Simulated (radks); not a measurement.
# Polarisabilities and dispersion coefficients of Ca, Sc⁺, Ti²⁺ and others

Aim: static dipole polarisabilities and C6 coefficients, each species in its NIST ground configuration. After each ground state the linear response is solved; its values go to the run's result record, not to the log. Response by self-consistent Sternheimer equations with the Hartree and adiabatic LDA kernel.

The numbers are computed with radks (a radial shooting solver on a logarithmic mesh, Libxc functionals) version 1 (non-relativistic Kohn-Sham, LDA (Slater exchange, VWN5 correlation), spin-unpolarised, spherical densities, point nucleus), except any that are marked as measured or tabulated.

## 1. What is computed

| Quantity | Value |
| --- | --- |
| species | Ca ([Ar] 4s2), Sc⁺ ([Ar] 3d1 4s1), Ti²⁺ ([Ar] 3d2), V³⁺ ([Ar] 3d2), Cr⁴⁺ ([Ar] 3d2), Mn⁵⁺ ([Ar] 3d2), Fe⁶⁺ ([Ar] 3d2), Co⁷⁺ ([Ar] 3d2), Ni⁸⁺ ([Ar] 3d2) |

In the logs a row gives level, spin channel, occupation and eigenvalue; Etot, Ekin, Encl (electron-nucleus), Eh (Hartree) and Exc are energies, all in hartree; err is the last residual, it the number of iterations.

## 2. Ca, [Ar] 4s2

Settings of this run:

```text
Z 20
configuration [Ar] 4s2
relativity non-relativistic
functional lda,vwn5
spin unpolarised
nucleus point
response adiabatic LDA kernel
```

Output:

```text
1s      1   2.0000        -143.93518078
2s      1   2.0000         -15.04690552
2p      1   6.0000         -12.28537637
3s      1   2.0000          -1.70633079
3p      1   6.0000          -1.03057252
4s      1   2.0000          -0.14141054
Etot -675.7422826144514
Ekin 674.6573338114289
Encl -1601.4632088535468
Eh 285.2061304623919
Exc -34.142538034725305
err 1.321082090258838e-09
it 13
```

The top filled level is 4s, -3.848 eV. The response step gives α = 148.6 bohr³ (277.4 without the induced potential) and C6 = 1991 hartree bohr⁶.

Sizes of the orbitals, from the radial functions (bohr):

```csv
level,occupation,energy (eV),<r>,outermost maximum (interpolated),90 % within,nodes
1s,2,-3916.7,0.07754,0.0509,0.138,0
2s,2,-409.45,0.3680,0.303,0.573,1
2p,6,-334.30,0.3292,0.247,0.543,0
3s,2,-46.432,1.165,0.999,1.75,2
3p,6,-28.043,1.275,1.05,1.98,1
4s,2,-3.848,3.989,3.34,5.99,3
```

The radial density on a logarithmic grid:

```csv
r (bohr),4πr²ρ (e/bohr)
0.00330,0.6339
0.00496,1.342
0.00746,2.746
0.0112,5.345
0.0169,9.653
0.0254,15.59
0.0381,21.38
0.0573,23.31
0.0862,19.78
0.130,17.14
0.195,21.94
0.293,23.57
0.441,12.69
0.663,6.067
0.997,7.730
1.50,4.592
2.26,1.206
3.39,0.6556
5.10,0.3155
7.67,0.04166
```

## 3. Sc⁺, [Ar] 3d1 4s1

Settings, as their differences from step 2:

```diff
@@ -1,3 +1,3 @@
-Z 20
-configuration [Ar] 4s2
+Z 21
+configuration [Ar] 3d1 4s1
 relativity non-relativistic
```

Output:

```text
1s      1   2.0000        -160.44800461
2s      1   2.0000         -17.46646965
2p      1   6.0000         -14.50036186
3s      1   2.0000          -2.24801133
3p      1   6.0000          -1.49243068
3d      1   1.0000          -0.38082773
4s      1   1.0000          -0.36350569
Etot -758.4215204204149
Ekin 757.2832088923217
Encl -1792.2245237059894
Eh 313.2641378347318
Exc -36.74434344147909
err 5.787149224308903e-10
it 14
```

4s is the highest filled level (-9.891 eV). The response step gives α = 53.32 bohr³ (75.90 without the induced potential) and C6 = 348.2 hartree bohr⁶.

## 4. Ti²⁺, [Ar] 3d2

Settings, as their differences from step 3:

```diff
@@ -1,3 +1,3 @@
-Z 21
-configuration [Ar] 3d1 4s1
+Z 22
+configuration [Ar] 3d2
 relativity non-relativistic
```

Output:

```text
1s      1   2.0000        -177.87390402
2s      1   2.0000         -20.04263246
2p      1   6.0000         -16.87119539
3s      1   2.0000          -2.84418256
3p      1   6.0000          -2.00835233
3d      1   2.0000          -0.73706406
Etot -846.4997929684888
Ekin 845.3062130751799
Encl -1995.3174734247818
Eh 342.987887048902
Exc -39.47641966778894
err 1.8768278926630645e-10
it 14
```

3d is the highest filled level (-20.057 eV). The response step gives α = 5.327 bohr³ (6.738 without the induced potential) and C6 = 15.92 hartree bohr⁶.

## 5. V³⁺, [Ar] 3d2

Settings, as their differences from step 4:

```diff
@@ -1,2 +1,2 @@
-Z 22
+Z 23
 configuration [Ar] 3d2
```

Output:

```text
1s      1   2.0000        -196.49939394
2s      1   2.0000         -23.10455450
2p      1   6.0000         -19.72306148
3s      1   2.0000          -3.76115654
3p      1   6.0000          -2.83421690
3d      1   2.0000          -1.37551498
Etot -939.78258431526
Ekin 938.55068900679
Encl -2204.897829991637
Eh 368.53828517043075
Exc -41.973728500843606
err 2.3971133969849762e-11
it 15
```

3d is the highest filled level (-37.430 eV). The response step gives α = 2.316 bohr³ (3.131 without the induced potential) and C6 = 5.951 hartree bohr⁶.

## 6. Cr⁴⁺, [Ar] 3d2

Settings, as their differences from step 5:

```diff
@@ -1,2 +1,2 @@
-Z 23
+Z 24
 configuration [Ar] 3d2
```

Output:

```text
1s      1   2.0000        -216.14596157
2s      1   2.0000         -26.44414439
2p      1   6.0000         -22.85099815
3s      1   2.0000          -4.81315135
3p      1   6.0000          -3.79302681
3d      1   2.0000          -2.15240964
Etot -1038.2240939139976
Ekin 1036.957535306628
Encl -2424.377893490012
Eh 393.6415039136439
Exc -44.44523964425751
err 1.1886300785438709e-11
it 15
```

Highest occupied level: 3d at -58.570 eV. The response step gives α = 1.378 bohr³ (1.928 without the induced potential) and C6 = 2.978 hartree bohr⁶.

## 7. Mn⁵⁺, [Ar] 3d2

Settings, as their differences from step 6:

```diff
@@ -1,2 +1,2 @@
-Z 24
+Z 25
 configuration [Ar] 3d2
```

Output:

```text
1s      1   2.0000        -236.80496102
2s      1   2.0000         -30.05086836
2p      1   6.0000         -26.24479170
3s      1   2.0000          -5.99003310
3p      1   6.0000          -4.87547712
3d      1   2.0000          -3.05701700
Etot -1141.8107374468786
Ekin 1140.512146429911
Encl -2653.9057113813406
Eh 418.4843389331863
Exc -46.901511428635246
err 3.5429769106768213e-09
it 14
```

Highest occupied level: 3d at -83.186 eV. The response step gives α = 0.9338 bohr³ (1.331 without the induced potential) and C6 = 1.702 hartree bohr⁶.

## 8. Fe⁶⁺, [Ar] 3d2

Settings, as their differences from step 7:

```diff
@@ -1,2 +1,2 @@
-Z 25
+Z 26
 configuration [Ar] 3d2
```

Output:

```text
1s      1   2.0000        -258.47238915
2s      1   2.0000         -33.91961810
2p      1   6.0000         -29.89955055
3s      1   2.0000          -7.28715995
3p      1   6.0000          -6.07735013
3d      1   2.0000          -4.08410801
Etot -1250.5344012448807
Ekin 1249.2058676139245
Encl -2893.5455313607417
Eh 443.15277205980874
Exc -49.347509557872144
err 2.1177639975038017e-09
it 14
```

The top filled level is 3d, -111.13 eV. The response step gives α = 0.6779 bohr³ (0.9765 without the induced potential) and C6 = 1.053 hartree bohr⁶.

## 9. Co⁷⁺, [Ar] 3d2

Settings, as their differences from step 8:

```diff
@@ -1,2 +1,2 @@
-Z 26
+Z 27
 configuration [Ar] 3d2
```

Output:

```text
1s      1   2.0000        -281.14599860
2s      1   2.0000         -38.04741254
2p      1   6.0000         -33.81245553
3s      1   2.0000          -8.70196345
3p      1   6.0000          -7.39632147
3d      1   2.0000          -5.23067318
Etot -1364.389664038691
Ekin 1363.032933463177
Encl -3143.3312635263173
Eh 467.6946614096631
Exc -51.785995385214036
err 1.3774813396877177e-09
it 14
```

Highest occupied level: 3d at -142.33 eV. The response step gives α = 0.5139 bohr³ (0.7452 without the induced potential) and C6 = 0.6879 hartree bohr⁶.

## 10. Ni⁸⁺, [Ar] 3d2

Settings, as their differences from step 9:

```diff
@@ -1,2 +1,2 @@
-Z 27
+Z 28
 configuration [Ar] 3d2
```

Output:

```text
1s      1   2.0000        -304.82436861
2s      1   2.0000         -42.43230528
2p      1   6.0000         -37.98168751
3s      1   2.0000         -10.23284497
3p      1   6.0000          -8.83094503
3d      1   2.0000          -6.49478667
Etot -1483.3726545830789
Ekin 1481.9892289929792
Encl -3403.2831980858314
Eh 492.14000232512296
Exc -54.21868781534955
err 9.410054665332775e-10
it 14
```

Highest occupied level: 3d at -176.73 eV. The response step gives α = 0.4016 bohr³ (0.5848 without the induced potential) and C6 = 0.4678 hartree bohr⁶.

## 11. Results

```csv
species,−ε(HOMO) (eV),α (bohr³),α uncoupled (bohr³),C6 (hartree bohr⁶),C8 (hartree bohr⁸),recommended α (bohr³)
Ca,3.848,148.6,277.4,1991,221846,160.8
Sc⁺,9.891,53.32,75.90,348.2,-,-
Ti²⁺,20.057,5.327,6.738,15.92,-,-
V³⁺,37.430,2.316,3.131,5.951,-,-
Cr⁴⁺,58.570,1.378,1.928,2.978,-,-
Mn⁵⁺,83.186,0.9338,1.331,1.702,-,-
Fe⁶⁺,111.13,0.6779,0.9765,1.053,-,-
Co⁷⁺,142.33,0.5139,0.7452,0.6879,-,-
Ni⁸⁺,176.73,0.4016,0.5848,0.4678,-,-
```

What this shows: Uncoupled leaves out the potential induced by the response; C6 and C8 are for like pairs. Ca is the most polarisable and Ni⁸⁺ the least, a factor 370 apart. For the pair Ca–Ni⁸⁺ the Casimir-Polder integral gives C6 = 11.84, the rule 2·Ca·Cb/(Ca·αb/αa + Cb·αa/αb) on the like-pair values 10.43. Against the recommended values (Schwerdtfeger and Nagle, 2023 table) the misses are Ca -8 %. C8 is given only where no p, d or f shell is open. For heavy and open-shell atoms this level can miss by tens of per cent.
